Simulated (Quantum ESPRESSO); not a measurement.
The system is MoSe.

```
CELL_PARAMETERS angstrom
3.50023 0.00000 0.00000
0.00000 3.50023 0.00000
0.00000 0.00000 3.50023
ATOMIC_POSITIONS crystal
Mo 0.00000 0.00000 0.00000
Se 0.50000 0.50000 0.50000
```

The cell was built by a generator and needn't be a form met in nature.

```yaml
Program: Quantum ESPRESSO 7.5
Task: phonons
Functional: PBEsol
Potentials_or_basis: GBRV 1.5 PBEsol
Cutoff: 612 eV
Density_cutoff: 4898 eV
k_mesh: 10 × 10 × 10, shifted
Occupations: fermi-dirac, width 0.05 eV
Spin: no spin polarisation
Mixing_beta: 0.5
Most_SCF_iterations: 120
SCF_threshold: 4e-10 Ry
```

**Question.** What is the highest optical frequency at the zone centre?

**Answer.** 128i cm⁻¹, a mode of symmetry T1u (IR).

Optical modes at Γ, degenerate ones joined:
| cm⁻¹ | components | symmetry | active in |
| --- | --- | --- | --- |
| 128i | 3 | T1u | IR |

Caveat: some modes are imaginary; the cell is more than 3 GPa from zero pressure, which shifts response properties.
